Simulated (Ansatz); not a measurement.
The system is Sc3Te.

```
Sc Te
1.0
     0.00000    3.56950    3.56950
     3.56950    0.00000    3.56950
     3.56950    3.56950    0.00000
Sc Te
3 1
Direct
  0.25000 0.25000 0.25000
  0.75000 0.75000 0.75000
  0.50000 0.50000 0.50000
  0.00000 0.00000 0.00000
```

The cell was built by a generator and needn't be a form met in nature.

Base run:

- Program: Ansatz 0.2.0
- Functional: PBE
- Potentials or basis: Ansatz PAW
- Cutoff: 420 eV
- Density cutoff: 1680 eV
- k mesh: 5 × 5 × 5
- Occupations: fermi-dirac, width 0.05 eV
- Spin: no spin polarisation
- Hubbard terms: Sc d U = 5 eV

Its results: band gap on the k mesh none (metal or under the smearing width); pressure 9.5 GPa.

**Question.** The run is repeated on the same cell with these changes: hubbard terms from Sc d U = 5 eV to Sc d U = 6 eV. What comes out?

**Answer.** Band gap on the k mesh none (metal or under the smearing width); pressure 11.7 GPa.

Caveats: U without spin polarisation on a metal has little footing; the U is typed as a test and isn't derived for this compound.

Not every run made on this cell is shown here.
